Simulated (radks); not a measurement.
**Numerical settings for Ag**

Aim: see which numerical settings matter for neutral silver. Each run changes a setting or two against a run with the defaults. The defaults are a mesh step of 0.008 in ln r, a mesh end at 40 bohr or more, Anderson mixing 0.5 over 9 steps and a tight residual threshold, with the energy settled to 1e-9 hartree as well; every run has a cap on iterations.

The numbers are computed with radks (a radial shooting solver on a logarithmic mesh, Libxc functionals) version 1 (scalar-relativistic Kohn-Sham, PBE, spin-polarised, spherical densities, point nucleus; open shells are filled with parallel spins first), except any that are marked as measured or tabulated.

## Step 1: The atom as given

* element: silver (Z = 47)
* charge: 0
* electrons: 47
* configuration: [Kr] 4d10 5s1

Outer shells as boxes (Hund's rule):

Ag
```
[Kr] core
4d [↑↓][↑↓][↑↓][↑↓][↑↓]
5s [↑ ]
```

## Step 2: Default settings

The run's settings:

```text
Z 47
configuration [Kr] 4d10 5s1
relativity scalar-relativistic
functional pbe,pbe
spin polarised
nucleus point
c 137.035999084
max_iterations 88
```

On the command line:

```
python run_ks.py task.json out
```

The same process makes all the runs of this session.

## Step 3: Mesh step in ln r 0.005

Settings, as their differences from step 2:

```diff
@@ -7,2 +7,3 @@
 c 137.035999084
+mesh_step 0.005
 max_iterations 88
```

## Step 4: Mesh step in ln r 0.012

Settings, as their differences from step 3:

```diff
@@ -7,3 +7,3 @@
 c 137.035999084
-mesh_step 0.005
+mesh_step 0.012
 max_iterations 88
```

## Step 5: Mesh step in ln r 0.08

Settings, as their differences from step 4:

```diff
@@ -7,3 +7,3 @@
 c 137.035999084
-mesh_step 0.012
+mesh_step 0.08
 max_iterations 88
```

## Step 6: Mesh end (bohr) 400

Settings, as their differences from step 5:

```diff
@@ -7,3 +7,3 @@
 c 137.035999084
-mesh_step 0.08
+mesh_end 400
 max_iterations 88
```

## Step 7: Mesh end (bohr) 12

Settings, as their differences from step 6:

```diff
@@ -7,3 +7,3 @@
 c 137.035999084
-mesh_end 400
+mesh_end 12
 max_iterations 88
```

## Step 8: Residual threshold 1e-13

Settings, as their differences from step 7:

```diff
@@ -7,3 +7,3 @@
 c 137.035999084
-mesh_end 12
+threshold 1e-13
 max_iterations 88
```

## Step 9: Residual threshold 0.001

Settings, as their differences from step 8:

```diff
@@ -7,3 +7,3 @@
 c 137.035999084
-threshold 1e-13
+threshold 0.001
 max_iterations 88
```

## Step 10: Mixing 0.05

Settings, as their differences from step 9:

```diff
@@ -7,3 +7,3 @@
 c 137.035999084
-threshold 0.001
+mixing 0.05
 max_iterations 88
```

## Step 11: Mixing history 1, mixing 1

Settings, as their differences from step 10:

```diff
@@ -7,3 +7,4 @@
 c 137.035999084
-mixing 0.05
+history 1
+mixing 1
 max_iterations 88
```

## Step 12: Mixing history 1, mixing 0.5

Settings, as their differences from step 11:

```diff
@@ -8,3 +8,3 @@
 history 1
-mixing 1
+mixing 0.5
 max_iterations 88
```

## Step 13: Mixing history 20

Settings, as their differences from step 12:

```diff
@@ -7,4 +7,3 @@
 c 137.035999084
-history 1
-mixing 0.5
+history 20
 max_iterations 88
```

## Step 14: Iteration cap 8

Settings, as their differences from step 13:

```diff
@@ -7,3 +7,2 @@
 c 137.035999084
-history 20
-max_iterations 88
+max_iterations 8
```

Q: Predict the outcome of this session. Wanted: for each run, setting; iterations; converged; change of E.

**Answer**, as computed:

| setting | mesh points | iterations | converged | change of E (mhartree) | time |
| --- | --- | --- | --- | --- | --- |
| Default settings | 2725 | 14 | yes | 0 | 0.19 s |
| mesh step in ln r 0.005 | 4359 | 14 | yes | 0 | 0.3 s |
| mesh step in ln r 0.012 | 1817 | 14 | yes | 0 | 0.15 s |
| mesh step in ln r 0.08 | 273 | 6 | no | - | 0.02 s |
| mesh end (bohr) 400 | 2764 | 14 | yes | 0 | 0.19 s |
| mesh end (bohr) 12 | 2326 | 14 | yes | +0.02464 | 0.21 s |
| residual threshold 1e-13 | 2725 | 23 | yes | 0 | 0.29 s |
| residual threshold 0.001 | 2725 | 10 | yes | 0 | 0.15 s |
| mixing 0.05 | 2725 | 26 | yes | 0 | 0.34 s |
| mixing history 1, mixing 1 | 2725 | 88 | no | - | 2.7 s |
| mixing history 1, mixing 0.5 | 2725 | 30 | yes | 0 | 0.28 s |
| mixing history 20 | 2725 | 23 | yes | 0 | 0.24 s |
| iteration cap 8 | 2725 | 8 | no | - | 0.11 s |

What this shows: A zero stands for a change under the printed digits. No run that converges misses the default energy by more than 1 mhartree. Not converged or rejected: mesh step in ln r 0.08; mixing history 1, mixing 1; iteration cap 8.
